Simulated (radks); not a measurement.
# Ca inside a hard spherical wall

An exercise on one series of results from a longer session: the logs are not shown, and one member is left open.

Method: scalar-relativistic Kohn-Sham, PBE, spin-unpolarised, spherical densities, point nucleus. Code: radks (a radial shooting solver on a logarithmic mesh, Libxc functionals) version 1.

**The system**

- element: calcium (Z = 20)
- charge: 0
- electrons: 20
- configuration: [Ar] 4s2

The outer shells:

Ca
```
[Ar] core
4s [↑↓]
```

Set-up of the first run:

The run's settings:

```text
Z 20
configuration [Ar] 4s2 3d0 4p0 5s0
relativity scalar-relativistic
functional pbe,pbe
spin unpolarised
nucleus point
c 137.035999084
```

Among the steps run: The free atom; Wall at 20 bohr; Wall at 12 bohr; Wall at 7 bohr; Wall at 4 bohr; Wall at 3 bohr; Wall at 2.5 bohr; Wall at 1.5 bohr.

One table of the session follows, with a row left open; its other results are not shown here.

```
R (bohr)  E − E(free) (eV)  ε(4s) (eV)  ε(3d, empty) (eV)  ε(4p, empty) (eV)  ε(5s, empty) (eV)
    free             0.000      -3.766             -1.947             -1.403                  -
      20                 ?           ?                  ?                  ?                  ?
      12             0.009      -3.742             -1.915             -1.328              1.089
       7             1.063      -2.575             -0.741              0.586              9.497
       4            19.406       9.225              5.788             16.114             55.386
       3            66.835      33.729             15.550             44.316             125.85
     2.5            142.94      67.405             27.703             80.252             208.42
     1.5            1030.2      355.57             117.65             361.38             801.39
```

Estimate the missing values for R (bohr) = 20.

The run gave: E − E(free) (eV): 0.000; ε(4s) (eV): -3.766; ε(3d, empty) (eV): -1.947; ε(4p, empty) (eV): -1.402; ε(5s, empty) (eV): 0.011.

From R = 4 bohr inwards the highest occupied level lies above zero, pushed up by confinement. Shells are not refilled when levels cross, and a hard wall is a model, not a crystal.
